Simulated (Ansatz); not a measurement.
Crystal: Ta4NiO11.

```xyz
16
Lattice="4.7709 0.0000 0.0051 0.0000 5.8245 0.0000 -1.9863 0.0000 7.2505" Properties=species:S:1:pos:R:3 pbc="T T T"
Ta    1.4160    2.9123    5.5166
Ta    1.3686    2.9123    1.7391
Ta   -0.7939    0.0000    5.7922
Ta    3.5785    0.0000    1.4634
Ni    1.3923    0.0000    3.6278
O     0.2955    4.6546    4.7184
O     2.4891    4.6546    2.5373
O     2.6928    1.5019    5.8571
O     0.0919    1.5019    1.3986
O     2.4891    1.1700    2.5373
O     0.2955    1.1700    4.7184
O     0.0919    4.3226    1.3986
O     2.6928    4.3226    5.8571
O     2.3854    2.9123    0.0026
O     2.3854    0.0000    0.0026
O     1.3923    2.9123    3.6278
```

The cell was built by a generator and needn't be a form met in nature.

```yaml
Program: Ansatz 0.2.0
Task: relaxation of cell and atoms
Functional: BLYP
Potentials_or_basis: Ansatz PAW
Cutoff: "420 eV (not typed: the program's choice for these potentials)"
k_mesh: 4 × 4 × 3
Occupations: fermi-dirac, width 0.05 eV
Spin: collinear spin, ferromagnetic start
Starting_moments: "[0.0, 0.0, 0.0, 0.0, 1.0, 0.0, 0.0, 0.0, 0.0, 0.0, 0.0, 0.0, 0.0, 0.0, 0.0, 0.0] μB"
```

At the start: volume 12.60 Å³/atom.

Q: How do energy, volume and symmetry change on relaxing?

A: It ends after 10 steps and the volume is 12.95 Å³/atom (+2.8 %); space group P2/m (No. 10, to 0.05 Å); moment 0.00 μB per cell.

The path:
```
step  energy change (eV)  largest force (eV/Å)  volume (Å³)
   1              0.0000                0.1727       201.54
   2             -0.0452                0.1611       207.57
   3             -0.0537                0.0815       206.78
   4             -0.0558                0.0449       206.67
   5             -0.0557                0.0362       206.70
   6             -0.0555                0.0098       206.81
   7             -0.0854                0.0093       206.81
   8             -0.0838                0.0152       207.21
   9             -0.0837                0.0027       207.24
  10             -0.0863                0.0027       207.24
```

Final structure:
```
Ta Ni O
1.0
     4.82194    0.00000    0.01979
     0.00000    5.87377    0.00000
    -1.98533    0.00000    7.30879
Ta Ni O
4 1 11
Cartesian
  1.4627 2.9369 5.5702
  1.3739 2.9369 1.7584
  -0.7748 0.0000 5.8471
  3.6114 0.0000 1.4815
  1.4183 0.0000 3.6643
  0.3171 4.6931 4.7775
  2.5195 4.6931 2.5511
  2.7377 1.5094 5.9156
  0.0989 1.5094 1.4130
  2.5195 1.1807 2.5511
  0.3171 1.1807 4.7775
  0.0989 4.3643 1.4130
  2.7377 4.3643 5.9156
  2.4110 2.9369 0.0099
  2.4110 0.0000 0.0099
  1.4183 2.9369 3.6643
```

Caveat: the plane-wave basis is chosen anew once the cell has moved, so the energies of steps on either side of that aren't comparable; the pressure holds a Pulay correction of +0.8 GPa for the finite cutoff; the PAW data sets come from PBE, with cores solved anew for the run's functional, which leaves a small shift of forces and pressure; the starting moments weren't kept.
